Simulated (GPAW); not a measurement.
Write an ASE script for GPAW 26.7.0 that does the following.

- Task: band structure
- Functional: PBE
- Potentials or basis: GPAW PAW data sets (gpaw-data 1.2.1)
- Cutoff: 800 eV
- Basis: pw
- k mesh: 4 × 4 × 4
- Occupations: fermi-dirac, width 0.05 eV
- Spin: no spin polarisation
- Ranks: 8
- Maxiter: 150
- Band path: GPZQGFP1Q1LZ
- Band points: 80

Crystal: Ta3AsAu2O13.

```xyz
19
Lattice="5.2424 3.0267 4.1427 -5.2424 3.0267 4.1427 0.0000 -6.0534 4.1427" Properties=species:S:1:pos:R:3 pbc="T T T"
Ta   -1.7887    1.0327    4.2854
Ta    0.0000   -2.0655    4.2854
Ta    1.7887    1.0327    4.2854
As    0.0000    0.0000    6.9446
Au    0.0000    0.0000   12.0005
Au    0.0000    0.0000    9.3342
O    -1.3566    0.7832    6.1532
O     0.0000   -1.5665    6.1532
O     1.3566    0.7832    6.1532
O     2.5380   -0.6359    3.6068
O    -0.7183    2.5159    3.6068
O    -1.8197   -1.8800    3.6068
O     1.8197   -1.8800    3.6068
O    -2.5380   -0.6359    3.6068
O     0.7183    2.5159    3.6068
O    -3.3469    1.9323    4.0073
O     0.0000   -3.8647    4.0073
O     3.3469    1.9323    4.0073
O     0.0000    0.0000    3.8329
```

The cell was built by a generator and needn't be a form met in nature.

These files were run (other wordings do the same):

run.py

```python
from ase import Atoms
from ase.dft.bandgap import bandgap
from ase.io import write
from ase.units import GPa
from ase.parallel import parprint
from gpaw import GPAW, PW

atoms = Atoms(['Ta', 'Ta', 'Ta', 'As', 'Au', 'Au', 'O', 'O', 'O', 'O', 'O', 'O', 'O', 'O', 'O', 'O', 'O', 'O', 'O'],
              cell=[[5.2423697419, 3.0266835817, 4.14273],
                    [-5.2423697419, 3.0266835817, 4.14273],
                    [0.0, -6.0533671634, 4.14273]],
              scaled_positions=[[0.23108, 0.57229, 0.23108],
                                [0.23108, 0.23108, 0.57229],
                                [0.57229, 0.23108, 0.23108],
                                [0.55878, 0.55878, 0.55878],
                                [0.96559, 0.96559, 0.96559],
                                [0.75105, 0.75105, 0.75105],
                                [0.40884, 0.66762, 0.40884],
                                [0.40884, 0.40884, 0.66762],
                                [0.66762, 0.40884, 0.40884],
                                [0.49726, 0.01313, 0.36024],
                                [0.36024, 0.49726, 0.01313],
                                [0.01313, 0.36024, 0.49726],
                                [0.36024, 0.01313, 0.49726],
                                [0.01313, 0.49726, 0.36024],
                                [0.49726, 0.36024, 0.01313],
                                [0.10963, 0.74806, 0.10963],
                                [0.10963, 0.10963, 0.74806],
                                [0.74806, 0.10963, 0.10963],
                                [0.3084, 0.3084, 0.3084]],
              pbc=True)

calc = GPAW(mode=PW(800),
            xc='PBE',
            kpts={'size': (4, 4, 4), 'gamma': True},
            occupations={'name': 'fermi-dirac', 'width': 0.05},
            nbands=121,
            convergence={'density': 1e-05, 'energy': 1e-05},
            maxiter=150,
            txt='gpaw.txt')
atoms.calc = calc
energy = atoms.get_potential_energy()
forces = atoms.get_forces()
stress = atoms.get_stress()
calc.write('gs.gpw')
write('result.traj', atoms)
parprint(f'Energy: {energy:.6f} eV')
parprint('Forces (eV/A):')
parprint(forces.round(4))
parprint('Stress (GPa):', (stress / GPa).round(3))
parprint('Fermi level:', round(calc.get_fermi_level(), 4), 'eV')
parprint(f'Gap: {bandgap(calc)[0]:.4f} eV, direct: {bandgap(calc, direct=True)[0]:.4f} eV')

path = atoms.cell.bandpath('GPZQGFP1Q1LZ', npoints=80, eps=1e-4)
bs_calc = calc.fixed_density(kpts=path, symmetry='off', nbands=188,
                             convergence={'bands': 'CBM+6.0', 'eigenstates': 1e-6}, txt='bands.txt')
bs = bs_calc.band_structure()
bs.write('bs.json')
parprint(f'Gap on the path: {bandgap(bs_calc)[0]:.4f} eV')
```

Potentials or basis: GPAW PAW data sets (gpaw-data 1.2.1), pw.

Command:

```console
$ OMP_NUM_THREADS=1 mpirun -n 8 gpaw python run.py
```

It gave:

The pressure is 0.8 GPa and the largest force is 0.264 eV/Å. The band gap on the k mesh is 1.08 eV, indirect (least direct gap 1.12 eV) and the band gap along the path is 1.08 eV, indirect (least direct gap 1.12 eV).

Caveat: with this Au data set, volumes or pressures lay over 1.5 % or 2 GPa off other programs in two to four cells of ten; spin-orbit coupling is left out, which moves the levels of the heavy elements.

Run time: 10 min on 8 MPI ranks on Intel(R) Xeon(R) Platinum 8488C (Sapphire Rapids), with other jobs on the host, peak memory 1.6 GiB a rank.
